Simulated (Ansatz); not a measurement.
Hf2N in Ansatz: the effect of exact exchange

The system is Hf2N.

```
CELL_PARAMETERS angstrom
0.00000 3.08652 3.08652
3.08652 0.00000 3.08652
3.08652 3.08652 0.00000
ATOMIC_POSITIONS crystal
Hf 0.25000 0.25000 0.25000
Hf 0.00000 0.00000 0.00000
N 0.75000 0.75000 0.75000
```

The cell was built by a generator and needn't be a form met in nature.

Alike in all runs:

```yaml
Program: Ansatz 0.2.0
Task: single point
Functional: HSE06 form with a typed share of exact exchange
Potentials_or_basis: Ansatz PAW
Cutoff: "420 eV (not typed: the program's choice for these potentials)"
k_mesh: 4 × 4 × 4
Occupations: fermi-dirac, width 0.05 eV
Spin: no spin polarisation
```

```csv
exact exchange,pressure (GPa)
0.05,0.2
0.1,-0.1
0.15,-0.5
0.2,-0.9
0.25,-1.2
0.3,-1.4
0.4,-1.6
0.5,?
```

Question: What does the run with exact exchange 0.5 give?

Answer: Pressure -2.2 GPa.

Worked out: A parabola through the other rows of the pressure, of slope 0.839 GPa per unit of exact exchange there, extrapolates to -1.7 GPa, against the run's -2.2. The fit is too stiff a form for this range.

Caveats: all runs use coarse meshes; the PAW data sets come from PBE, with cores solved anew for the run's functional, which leaves a small shift of forces and pressure; the thresholds are loose for stress.
